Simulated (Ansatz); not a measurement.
# Na (hcp type): how the settings move a single-point run

How sensitive is a single-point run of Na (hcp type) to its settings? A reference run comes first, then one run with altered input.

Program: Ansatz 0.2.0. Level of theory: reference: DFT, LDA, all-electron PAW with datasets made for the crystal, scalar-relativistic. These are calculated values, not measurements.

### Step 1. The system as given

The structure is hexagonal, space group P6_3/mmc (No. 194). Conventional cell: a = 3.525 Å, b = 3.525 Å, c = 5.711 Å, α = 90.00°, β = 90.00°, γ = 120.00°. Na (site symmetry -6m2) is surrounded by 12 Na at 3.51 to 3.53 Å.

Structure file:

```
Na
1.0
     3.52504    0.00000    0.00000
    -1.76252    3.05278    0.00000
     0.00000    0.00000    5.71057
Na
2
Direct
  0.33333 0.66667 0.25000
  0.66667 0.33333 0.75000
```

### Step 2. Baseline

Input file input.yaml:

```yaml
crystal:
  lattice:
    - [3.5250413223, 0.0, 0.0]
    - [-1.7625206612, 3.0527753345, 0.0]
    - [0.0, 0.0, 5.7105669422]
  atoms:
    - { symbol: Na, position: [0.3333333333, 0.6666666667, 0.25] }
    - { symbol: Na, position: [0.6666666667, 0.3333333333, 0.75] }
kpoints:
  mp_grid: { grid: [12, 12, 7] }
scf:
  occupations: { method: fermi_dirac, width: 0.05 }
hamiltonian:
  xc: lda
  pseudopotentials: { kind: all_electron, datasets: crystal }
output:
  forces: true
  stress: true
  eigenvalues: true
```

Started as:

```console
$ ansatz run input.yaml --threads 1 --pin off --max-ram 2048MiB --backend cpu --events-out ev --progress --plain --runs-dir out
```

### Step 3. Variant: starting moments, occupations.width 0.001, spin_polarized true

Input file input.yaml:

```yaml
crystal:
  lattice:
    - [3.5250413223, 0.0, 0.0]
    - [-1.7625206612, 3.0527753345, 0.0]
    - [0.0, 0.0, 5.7105669422]
  atoms:
    - { symbol: Na, position: [0.3333333333, 0.6666666667, 0.25], spin: 0.2 }
    - { symbol: Na, position: [0.6666666667, 0.3333333333, 0.75], spin: 0.2 }
kpoints:
  mp_grid: { grid: [12, 12, 7] }
scf:
  occupations: { method: fermi_dirac, width: 0.001 }
hamiltonian:
  xc: lda
  pseudopotentials: { kind: all_electron, datasets: crystal }
output:
  forces: true
  stress: true
  eigenvalues: true
magnetization:
  spin_polarized: true
```

**Question.** What will these runs give? Wanted: for each run, ending; energy change; pressure; gap; force.

As calculated:

```csv
run,ending,energy change,pressure (GPa),gap (eV),force (eV/Å),cycles,time
reference,converged,0,0.9,0.00,0.00,8,4.7 s
"1: starting moments, occupations.width 0.001, spin_polarized true",converged,-0.1 meV/atom (σ→0),0.9,0.00,0.00,6,22 s
```

Residual by cycle in the longest SCF loop of each run; runs are numbered as in the table. The quantity is the density residual dr2, in eV.

```csv
cycle,reference,run 1
1,0.0287,5.2e-4
2,0.0122,2.8e-4
3,0.00359,1.4e-4
4,6.1e-4,6.6e-9
5,1.7e-4,1.1e-8
6,1.5e-6,8.8e-11
7,1.4e-7,-
8,1.1e-8,-
```

What this shows: With the changed spin polarisation and smearing the energy stays within 0.5 meV/atom: no moment survives, so both runs end on the same non-magnetic state.
